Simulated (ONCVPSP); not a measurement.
# Pseudopotential generation for Mn: ONCV, PBE

Do these settings give a usable potential? It is generated, then checked for transferability, scattering, ghosts and hardness.

The numbers are computed with ONCVPSP 4.0.1.1 (patched build) (PBE, scalar-relativistic, spin-unpolarised reference atom).

## 1. The design

Typed settings, in words:

| Quantity | Value |
| --- | --- |
| element | manganese (Mn, Z = 25) |
| type | optimised norm-conserving Vanderbilt (ONCV) |
| frozen core | [Ar] |
| valence charge | 7 |
| reference configuration | 3d5 4s2 |
| partial waves | 4s: rc 2.15 bohr, ncon 4, nbas 8, qcut 3.3 1/bohr, 2 projectors, debl 1 Ha; p scattering state at 0.2 Ha: rc 2.05 bohr, ncon 4, nbas 8, qcut 4.3 1/bohr, 1 projector; 3d: rc 1.00 bohr, ncon 4, nbas 8, qcut 11 1/bohr, 1 projector |
| local potential | polynomial inside 0.90 bohr (lpopt 4, dvloc0 6 Ha) |
| core correction | Teter function, fcfact 1.75, rcfact 1.65 |

The nodes and maxima of the atom's own shells, from an earlier all-electron run, set the scale for the radii.

All-electron outer shells of the reference configuration (PBE, scalar-relativistic, ld1.x):

```csv
shell,level (eV),outermost node (bohr),outermost maximum (bohr)
3p,-54.59,0.31,0.75
3d,-6.77,–,0.76
4s,-5.11,1.05,2.51
4p,-1.37,1.16,3.43
```

## 2. Generation

Contents of Mn.dat:

```
# ATOM AND REFERENCE CONFIGURATION
# atsym  z   nc   nv     iexc    psfile
  Mn 25.00    5    2        4      upf
#
#   n    l    f
    1    0    2.00
    2    0    2.00
    2    1    6.00
    3    0    2.00
    3    1    6.00
    3    2    5.00
    4    0    2.00
#
# PSEUDOPOTENTIAL AND OPTIMIZATION
# lmax
    2
#
#   l,   rc,      ep,       ncon, nbas, qcut
    0    2.15    0.00    4    8    3.30
    1    2.05    0.20    4    8    4.30
    2    1.00    0.00    4    8   11.00
#
# LOCAL POTENTIAL
# lloc, lpopt,  rc(5),   dvloc0
    4    4    0.90    6.00
#
# VANDERBILT-KLEINMAN-BYLANDER PROJECTORs
# l, nproj, debl
    0    2    1.00
    1    1    4.00
    2    1    2.20
#
# MODEL CORE CHARGE
# icmod, fcfact, rcfact
    3    1.75    1.65
#
# LOG DERIVATIVE ANALYSIS
# epsh1, epsh2, depsh
   -2.00    5.00    0.02
#
# OUTPUT GRID
# rlmax, drl
    6.00    0.01
#
# TEST CONFIGURATIONS
# ncnf
    4
# nvcnf
#   n    l    f
    2
    3    2    5.00
    4    0    1.00
#
    2
    3    2    5.00
    4    0    0.00
#
    2
    3    2    4.00
    4    0    0.00
#
    2
    3    2    6.00
    4    0    1.00
#
```

Command:

```bash
oncvpsp.x < Mn.dat > Mn.out
```

**Question.** What will these runs give? Wanted: cutoffs for 1 and 0.1 mHa per electron, occupied waves; bound ghosts; GHOST(+) flags; largest test error; largest phase difference near zero energy, channels read; rms error of d²Exc/dn², without and with the model core.

**Answer**, as computed:

| quantity | value |
| --- | --- |
| cutoffs for 1 and 0.1 mHa per electron, occupied waves | 122 Ha and 232 Ha |
| bound ghosts | p at -0.01 eV |
| GHOST(+) flags | s at 9 eV, p at 21 eV |
| largest test error (AE − PS) | -245 meV, for 3d4 4s0 (1 test unsolved) |
| largest phase difference near zero energy, channels read | 3.138 rad |
| rms error of d²Exc/dn², without and with the model core | 13.68 and 9.78 mHa |

What this shows: It has a bound ghost (p), a state that the atom doesn't have, and that rules the file out. The worst unpolarised test, 3d4 4s0, is off by 245 meV on 56.5 eV; by total energies transferability rates as poor. That test lies far up in energy; among those under 40 eV, nearer to bonding, the largest error is 122 meV. Of the tests 1 gave no usable energy difference, which is a warning in itself. The potential is very hard: the looser tolerance needs 122 Ha. At the looser tolerance the 3d wave is the slowest; 4s needs 4 Ha. Of the channels read, s scatters worst near zero energy, by up to 3.14 rad (at the energies tabulated). A step near π is an extra or missing state, not a misfit of shape. The pseudo curves have poles with no partner nearby in the atom's: s at 0.30 Ha, p at -0.00 Ha. At positive energy that is a spurious or a displaced resonance. The program also flags highly localised states, GHOST(+) (s, p). These are tests on the free atom; a crystal test is still owed.
